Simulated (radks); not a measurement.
# H⁻ held by a Watson sphere

An exercise on one series of results from a longer session: the logs are not shown, and one member is left open.

Program: radks (a radial shooting solver on a logarithmic mesh, Libxc functionals) version 1. Level of theory: non-relativistic Kohn-Sham, PBE, spin-polarised, spherical densities, point nucleus. These are calculated values, not measurements, unless marked.

## Starting point

* element: hydrogen (Z = 1)
* charge: -1
* electrons: 2
* configuration: [He]

Outer shells as boxes (Hund's rule):

H⁻
```
1s [↑↓]
```

Set-up of the first run:

The run's settings:

```text
Z 1
configuration [He]
relativity non-relativistic
functional pbe,pbe
spin polarised
nucleus point
watson charge 0.81 radius 1.56 bohr
response adiabatic LDA kernel
```

Among the steps run: R = 1.56 bohr; R = 2.04 bohr; R = 2.19 bohr; R = 2.2 bohr; R = 2.52 bohr; R = 2.93 bohr; R = 2.98 bohr; R = 3.14 bohr; R = 3.31 bohr.

One table of the session follows, with a row left open; its other results are not shown here.

| R (bohr) | highest level (eV) | its <r> (bohr) | sum of <r²> (bohr²) | α (bohr³) |
| --- | --- | --- | --- | --- |
| 1.56 | -5.660 | 1.719 | 7.957 | 13.68 |
| 2.04 | -4.834 | 1.880 | 9.564 | 19.66 |
| 2.19 | ? | ? | ? | ? |
| 2.2 | -4.600 | 1.928 | 10.08 | 21.90 |
| 2.52 | -4.180 | 2.015 | 11.09 | 26.73 |
| 2.93 | -3.718 | 2.112 | 12.31 | 33.60 |
| 2.98 | -3.666 | 2.123 | 12.45 | 34.49 |
| 3.14 | -3.508 | 2.156 | 12.91 | 37.42 |
| 3.31 | -3.350 | 2.190 | 13.37 | 40.65 |

**Question.** Estimate the row for R (bohr) = 2.19.

Worked estimate for «highest level (eV)». A straight line through the neighbours (2.04, -4.834) and (2.2, -4.600) gives -4.834 + (-4.600 + 4.834) × (2.19 − 2.04) / (2.2 − 2.04) = -4.615; a parabola fitted to 4 rows on both sides gives -4.613.

As computed: highest level (eV): -4.614; its <r> (bohr): 1.925; sum of <r²> (bohr²): 10.05; α (bohr³): 21.76. In «highest level (eV)» the line misses by -0.001 and the parabola by +0.001.

From R = 1.56 to 3.31 bohr the top level moves from -5.660 to -3.350 eV and its mean radius from 1.72 to 2.19 bohr. A wider sphere makes a shallower well, so the ion swells. Response by self-consistent Sternheimer equations with the Hartree and adiabatic LDA kernel.
